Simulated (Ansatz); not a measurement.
HfIn4SiO6:

```
CELL_PARAMETERS angstrom
2.71585 -4.70357 0.00833
2.71585 4.70357 0.00833
-1.87915 0.00000 7.40127
ATOMIC_POSITIONS crystal
Hf 0.78835 0.21165 0.00000
In 0.62175 0.37825 0.50000
In 0.45502 0.54498 0.00000
In 0.28407 0.71593 0.50000
In 0.95814 0.04186 0.50000
Si 0.12168 0.87832 0.00000
O 0.06219 0.11415 0.86666
O 0.88585 0.93781 0.13334
O 0.79490 0.53784 0.86663
O 0.46216 0.20510 0.13337
O 0.15352 0.62879 0.13333
O 0.37121 0.84648 0.86667
```

The cell was built by a generator and needn't be a form met in nature.

```yaml
Program: Ansatz 0.2.0
Task: relaxation of cell and atoms
Functional: PBEsol
Potentials_or_basis: Ansatz PAW
Cutoff: "420 eV (not typed: the program's choice for these potentials)"
k_mesh: 4 × 4 × 3
Occupations: fermi-dirac, width 0.05 eV
Spin: no spin polarisation
```

At the start: volume 15.77 Å³/atom.

Problem. Where does the relaxation end?

Solution. It ends after 9 steps and the volume is 14.98 Å³/atom (-5.0 %); space group C2 (No. 5, to 0.05 Å).

The path:
| step | energy change (eV) | largest force (eV/Å) | volume (Å³) |
| --- | --- | --- | --- |
| 1 | 0.0000 | 0.1854 | 189.24 |
| 2 | -0.1091 | 0.3910 | 175.83 |
| 3 | -0.1468 | 0.1333 | 180.82 |
| 4 | -0.1511 | 0.0570 | 180.57 |
| 5 | -0.1531 | 0.0216 | 180.18 |
| 6 | -0.1532 | 0.0051 | 180.18 |
| 7 | -0.1319 | 0.0056 | 180.18 |
| 8 | -0.1335 | 0.0019 | 179.77 |
| 9 | -0.1321 | 0.0020 | 179.77 |

Final structure:
```yaml
crystal:
  lattice:
    - [2.68103, -4.64322, 0.00985]
    - [2.68103, 4.64322, 0.00985]
    - [-1.85034, 0.00000, 7.21370]
  atoms:
    - { symbol: Hf, position: [0.78824, 0.21176, 0.00000] }
    - { symbol: In, position: [0.62109, 0.37891, 0.50000] }
    - { symbol: In, position: [0.45489, 0.54511, 0.00000] }
    - { symbol: In, position: [0.28539, 0.71461, 0.50000] }
    - { symbol: In, position: [0.95807, 0.04193, 0.50000] }
    - { symbol: Si, position: [0.12158, 0.87842, 0.00000] }
    - { symbol: O, position: [0.06118, 0.11288, 0.86364] }
    - { symbol: O, position: [0.88712, 0.93882, 0.13636] }
    - { symbol: O, position: [0.79425, 0.53706, 0.86365] }
    - { symbol: O, position: [0.46294, 0.20575, 0.13635] }
    - { symbol: O, position: [0.15400, 0.62991, 0.13623] }
    - { symbol: O, position: [0.37009, 0.84600, 0.86377] }
```

Caveat: the plane-wave basis is chosen anew once the cell has moved, so the energies of steps on either side of that aren't comparable; the pressure holds a Pulay correction of +0.5 GPa for the finite cutoff; the PAW data sets come from PBE, with cores solved anew for the run's functional, which leaves a small shift of forces and pressure.
